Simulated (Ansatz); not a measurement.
# CH₅AlBrN: one species, many methods

How much do the methods differ for CH₅AlBrN? The plan is to run it at one geometry with functionals of several rungs and with coupled cluster. The yardstick is the atomisation energy at the CCSD(T) limit.

Program: Ansatz 0.2.0, Gaussian basis. Level of theory: functionals in def2-TZVPP, the program's frozen cores in correlated methods. These are calculated values, not measurements.

The runs, in order: LDA (SPW92), PBE-D4, revPBE-D4, BLYP-D4, r2SCAN-D4, B97M-V, PBE0-D4, B3LYP-D4, r2SCANh-D4, r2SCAN0-D4, HSE06-D4, BHLYP-D4, CAM-B3LYP-D4, LC-ωPBE, ωB97X-V, ωB97M-V, B2PLYP, PBE-QIDH; CCSD(T)/def2-SVP; CCSD(T)/def2-TZVPP; MP2/def2-QZVPP; extrapolation to the limit; RPA on PBE.

## Step 1: The relaxed structure

The geometry comes from an earlier relaxation with PBE0-D4 in a triple-zeta def2 set; it is a stationary point, not always the lowest conformer.

SMILES `[CH3][Al]([NH2])[Br]`, 9 atoms, charge 0, spin multiplicity 1.

Atoms are counted from 1 here; the program's logs count them from 0.

Bond lengths: C1–Al2 1.937 Å, C1–H5 1.093 Å, C1–H6 1.093 Å, C1–H7 1.094 Å, Al2–N3 1.760 Å, Al2–Br4 2.268 Å, N3–H8 1.007 Å, N3–H9 1.007 Å. Angles: Al2–C1–H5 110.8°, Al2–C1–H6 112.0°, Al2–C1–H7 110.7°, H5–C1–H6 108.1°, H5–C1–H7 106.9°, H6–C1–H7 108.1°, C1–Al2–N3 123.9°, C1–Al2–Br4 120.6°, N3–Al2–Br4 115.5°, Al2–N3–H8 124.9°, Al2–N3–H9 124.5°, H8–N3–H9 110.6°.

## Step 2: LDA

This LDA is Slater exchange with PW92 correlation.

The input, in.yaml:

```yaml
crystal:
  periodic: [false, false, false]
  atoms:
    - {symbol: C, position_ang: [-0.136753, 1.371926, -0.621491]}
    - {symbol: Al, position_ang: [-0.063871, -0.531744, -0.271551]}
    - {symbol: N, position_ang: [0.328771, -1.226429, 1.296867]}
    - {symbol: Br, position_ang: [-0.493157, -2.025998, -1.922576]}
    - {symbol: H, position_ang: [-1.118590, 1.658524, -1.008266]}
    - {symbol: H, position_ang: [0.060416, 1.961639, 0.277037]}
    - {symbol: H, position_ang: [0.598038, 1.654452, -1.380684]}
    - {symbol: H, position_ang: [0.542612, -0.694814, 2.124837]}
    - {symbol: H, position_ang: [0.371032, -2.213957, 1.488824]}
basis:
  gaussian: {orbitals: def2-TZVPP}
hamiltonian: {xc: lda}
output: {orbitals: {seedname: orbitals}}
```

The runs that follow: PBE-D4 (GGA); revPBE-D4 (GGA); BLYP-D4 (GGA); r2SCAN-D4 (meta-GGA); B97M-V (meta-GGA); PBE0-D4 (hybrid); B3LYP-D4 (hybrid); r2SCANh-D4 (hybrid); r2SCAN0-D4 (hybrid); HSE06-D4 (hybrid); BHLYP-D4 (hybrid); CAM-B3LYP-D4 (range-separated); LC-ωPBE-D4 (range-separated); ωB97X-V (range-separated); ωB97M-V (range-separated); B2PLYP (double hybrid); PBE-QIDH (double hybrid); CCSD(T) in def2-SVP; CCSD(T) in def2-TZVPP; MP2 in def2-QZVPP; RPA on PBE orbitals.

**Question.** What will the summary of the whole plan be? Wanted: atomisation energy, CCSD(T)/CBS; farthest beyond LDA; mean size of error, GGA; mean size of error, meta-GGA; mean size of error, hybrid; mean size of error, range-separated; mean size of error, double hybrid; gap, smallest and largest; T1 diagnostic.

**Answer**, as computed:

| quantity | value |
| --- | --- |
| atomisation energy, CCSD(T)/CBS | 3142.1 kJ/mol |
| functionals within 31.4 kJ/mol (1.0 %) | PBE-D4, r2SCAN-D4, B97M-V, PBE0-D4, B3LYP-D4, r2SCANh-D4, HSE06-D4, CAM-B3LYP-D4, LC-ωPBE, ωB97X-V, ωB97M-V |
| farthest beyond LDA | BHLYP-D4 (-87.8 kJ/mol) |
| mean size of error, GGA | 35.5 kJ/mol |
| mean size of error, meta-GGA | 5.5 kJ/mol |
| mean size of error, hybrid | 35.6 kJ/mol |
| mean size of error, range-separated | 11.2 kJ/mol |
| mean size of error, double hybrid | 41.1 kJ/mol |
| gap, smallest and largest | 5.23 eV (BLYP-D4), 12.45 eV (LC-ωPBE) |
| T1 diagnostic | 0.0084 |
| triples share of the correlation energy | 3.5 % |

What this shows: The LDA atomisation energy is off by 375.2 kJ/mol (12 %): it overbinds. PBE-D4 misses by +18.5 kJ/mol. Double hybrids carry the basis error of their MP2 part in triple zeta, and no dispersion term here, so their miss is partly the set-up's. The rungs meta-GGA, range-separated miss on average by less than the doubt on the reference (31.4 kJ/mol), so they tie. Misses under about 31.4 kJ/mol are within the doubt on the reference itself, which lacks core-valence correlation, relativity and higher excitations, and its outer-core shells are covered unevenly. All levels share the lack of spin-orbit coupling, which lowers the free heavy atoms and so the true binding. Hartree-Fock recovers 73 % of the binding; the rest is correlation. CCSD(T) in def2-SVP is off by -207.9 kJ/mol, which most functionals beat. The gap grows from 5.2 to 12.5 eV across the functionals, mostly with the share of exact exchange. Correlated methods include outer-core shells of Br, which these sets cover unevenly.
